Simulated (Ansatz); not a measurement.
# Ni (Nickel): the cost of one run

Computed with Ansatz 0.2.0 (DFT PBE, scalar-relativistic, plane waves, PAW, unless a step's input says otherwise).

1 further run of the same task is left out (set aside as unsound or not needed).

### Step 1. The system as given

The structure is cubic, space group Fm-3m (No. 225). Conventional cell: a = 3.518 Å, b = 3.518 Å, c = 3.518 Å, α = 90.00°, β = 90.00°, γ = 90.00°. Ni (site symmetry m-3m) has 12 Ni at 2.49 Å as nearest neighbours.

Coordinates:

```xyz
1
Lattice="0.0000 1.7592 1.7592 1.7592 0.0000 1.7592 1.7592 1.7592 0.0000" Properties=species:S:1:pos:R:3 pbc="T T T"
Ni    0.0000    0.0000    0.0000
```

It is the result of an earlier relaxation at this level (volume 10.89 Å³/atom; gap on the mesh: none (metal), site moments up to 0.7 μB).

### Step 2. Bulk reference on the slab's mesh

input.yaml reads:

```yaml
crystal:
  lattice:
    - [2.4879380992, 0.0, 0.0]
    - [0.0, 3.5184758023, 0.0]
    - [1.2439690496, 1.7592379011, 1.2439690496]
  atoms:
    - { symbol: Ni, position: [0.0, 0.0, 0.0], spin: 0.75 }
basis:
  ecutwfc: 420
kpoints:
  mp_grid: { grid: [14, 10, 27] }
hamiltonian:
  xc: pbe
scf:
  occupations: { method: gaussian, width: 0.1 }
output:
  forces: true
  stress: true
  eigenvalues: true
  populations: true
magnetization:
  spin_polarized: true
```

The run is started by

```console
ansatz run input.yaml --threads 2 --pin off --max-ram 5120MiB --backend cpu --events-out ev --progress --plain --runs-dir out
```

What time and memory should one allow on 2 threads of Arm Neoverse V2, shared host?

About 31 s, with a peak of 0.78 GiB.
